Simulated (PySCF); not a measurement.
**[Nd(NH3)]3+: other functionals and bases at one geometry**

The task here is to estimate one member of a computed series from the others.

Method: several levels, as the steps say, no spin–orbit coupling; program: PySCF 2.14.0.

1 further run of the same task is left out (for a known fault of the program).

### Where the work starts

5 atoms, charge 3, spin multiplicity 1.

Bond lengths: Nd1–N2 2.390 Å, N2–H3 1.047 Å, N2–H4 1.047 Å, N2–H5 1.047 Å. Angles: Nd1–N2–H3 115.8°, Nd1–N2–H4 115.8°, Nd1–N2–H5 115.8°, H3–N2–H4 102.4°, H3–N2–H5 102.4°, H4–N2–H5 102.4°.

Geometry (Å):

```xyz
5

Nd    0.0000    0.0000   -0.1649
N     0.0000    0.0000    2.2248
H     0.9419    0.0000    2.6810
H    -0.4710    0.8157    2.6810
H    -0.4709   -0.8158    2.6810
```

Formal oxidation states: Nd +3. Each metal's 3 4f electrons lie in its core potential, so multiplicities, spins and levels count the valence alone. An earlier session relaxed this geometry at PBE0, Nd lcecp-1-SVP with ECP49, N def2-SVP, H def2-SVP (singlet, point group C3v).

At PBE0 on the finer grid: E = -89.076301 Eh, HOMO -27.38 eV, LUMO -20.19 eV, Mulliken charge on Nd1 +2.49 e, largest force component 0.005 eV/Å. 

Levels to run: B3LYP; BP86; PBE0, TZVP. Hardware: 2 threads of Arm Neoverse V1, shared host.

The first run:

Input file run.py (the lines that set the calculation):

```python
mol = gto.M(atom='''
Nd     0.00000     0.00000    -0.16487
N      0.00000     0.00000     2.22480
H      0.94194     0.00004     2.68097
H     -0.47100     0.81573     2.68097
H     -0.47094    -0.81576     2.68097''',
    basis={'Nd': 'lcecp-1-SVP', 'N': 'def2-SVP', 'H': 'def2-SVP'},
    ecp={'Nd': 'lcecp-1-SVP'},
    charge=3, spin=0)
mf = dft.RKS(mol, xc='B3LYP')
mf.grids.atom_grid = (75, 302)  # f atoms: unpruned, at least (60, 302)
mf = mf.density_fit()  # fitting sets: Nd AutoAux, N def2-universal-JKFIT, H def2-universal-JKFIT
mf.conv_tol = 1e-08; mf.max_cycle = 55
mf.kernel(dm0)  # dm0: the density of the relaxed state
```

Command:

```
$ OMP_NUM_THREADS=2 python run.py
```

Among the steps run: B3LYP; BP86; PBE0, TZVP.

One table of the session follows, with a row left open; its other results are not shown here.

```
              level  HOMO (eV)  gap (eV)  charge on Nd1 (e)  dipole (D)  largest force component (eV/Å)
PBE0 (relaxed here)     -27.38      7.19               2.49        3.45                            0.00
              B3LYP          ?         ?                  ?           ?                               ?
               BP86     -26.10      4.96               2.44        3.77                            0.40
         PBE0, TZVP     -27.29      7.17               2.58        3.54                            0.29
```

**Question.** Estimate the row for B3LYP.

The run gave: HOMO (eV): -27.10; gap (eV): 6.53; charge on Nd1 (e): 2.47; dipole (D): 3.50; largest force component (eV/Å): 0.17. In the column «HOMO (eV)» it lies between PBE0, TZVP (-27.29) and BP86 (-26.10).

The dipole of a charged species depends on the origin, so these sizes hold for this origin alone.

In one basis the HOMO–LUMO gap runs from 4.96 eV (BP86) to 7.19 eV (PBE0). The largest leftover force, 0.40 eV/Å with BP86, stands at a geometry relaxed at another level. With 4f in the core, its levels are missing from HOMO and gap, and its count is fixed, so no charge can pass from the ligands into it. Total energies of different levels can't be compared.
